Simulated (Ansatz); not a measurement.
Working through a check of PAW against all-electron LAPW of Cu, space group P6_3/mmc

With Ansatz 0.2.0, Python API.

The cells in order, each with its output:

```python
import ansatz as az
from ase import Atoms
import numpy as np
```

```python
K_SPACING = 0.26
XC = 'pbesol'
OCCUPATIONS = 'fermi_dirac'
WIDTH_EV = 0.1


def count_gap(report):
    # lowest empty less highest filled band, counting bands; zero where they overlap
    return max(report.get('gap_by_band_count_ev') or 0.0, 0.0)
```

```python
atoms = Atoms(
    ['Cu', 'Cu', 'Cu', 'Cu'],
    scaled_positions=[
        (0.0, 0.0, 0.0),
        (1 / 3, 2 / 3, 0.25),
        (0.0, 0.0, 0.5),
        (2 / 3, 1 / 3, 0.75),
    ],
    cell=[
        (2.53076, 0.0, 0.0),
        (-1.26538, 2.19171, 0.0),
        (0.0, 0.0, 8.26182),
    ],
    pbc=True,
)
xtal = az.Crystal.from_ase(atoms)
```

```python
model = (
    xtal.calculation()
    .kpoints(spacing=K_SPACING)
    .functional(XC)
    .occupations(OCCUPATIONS, width=WIDTH_EV)
    .stress()
    .forces()
    .band_table()
)
variants = {
    'PAW': model.pseudopotentials('paw'),
    'LAPW': model.pseudopotentials('all_electron', lapw=True),
}
rows = []
for label, variant in variants.items():
    rep = variant.run(threads=1).report
    levels = np.array(rep['eigenvalues_ev'][0]) - rep['fermi_energy_ev']
    print(label, 'levels at the first k-point near E_F:', np.round(levels[np.abs(levels) < 5], 3))
    rows.append((label, rep['n_electrons'], np.trace(rep['stress_gpa']) / 3, float(np.abs(rep['forces_ev_ang']).max()), count_gap(rep)))
lines = [','.join(['treatment', 'electrons in bands', 'P GPa', 'max force component eV/A', 'gap by band count eV'])] + [','.join(f'{v:.4f}' if isinstance(v, float) else str(v) for v in row) for row in rows]
print('\n'.join(lines))
with open('paw_lapw.csv', 'w') as handle:
    handle.write('\n'.join(lines) + '\n')
```

    DeckWarning: basis.ecutwfc = 420 eV, auto-derived from the records' recommended cutoffs: set by Cu (normal level)
    PAW levels at the first k-point near E_F: [-3.313 -3.313 -3.064 -3.064 -3.06  -3.06  -3.043 -2.862 -2.862 -2.838
     -2.838 -2.326 -2.326 -2.065 -2.065 -1.898 -1.898 -1.594 -1.594 -1.11
      3.956]
    LAPW levels at the first k-point near E_F: [-3.312 -3.312 -3.062 -3.062 -3.058 -3.058 -3.041 -2.86  -2.86  -2.836
     -2.836 -2.324 -2.324 -2.064 -2.064 -1.897 -1.897 -1.594 -1.594 -1.108
      3.955]
    treatment,electrons in bands,P GPa,max force component eV/A,gap by band count eV
    PAW,76.0000,-1.8970,0.0000,0.0000
    LAPW,76.0000,-1.9038,0.0000,0.0000

PAW gives -1.897 GPa and LAPW -1.904 GPa, 0.007 GPa apart. They took 3.9 and 45.0 s of processor time.

The mesh is modest for a metal, so energies can be off by several to tens of meV an atom and pressures by half a GPa or more; differences at equal mesh fare better. A gap by band count of zero or less means overlapping bands, a metal. This isn't the structure that Cu takes at ambient conditions. Levels are Kohn-Sham eigenvalues on this mesh. Warnings are shown shortened and without file and line. Pressure is positive in compression; the treatments may keep other shells as core, so totals and counts of electrons can differ. Run time: 50 s on 1 thread of Arm Neoverse V2 (shared host), peak memory 0.7 GiB.
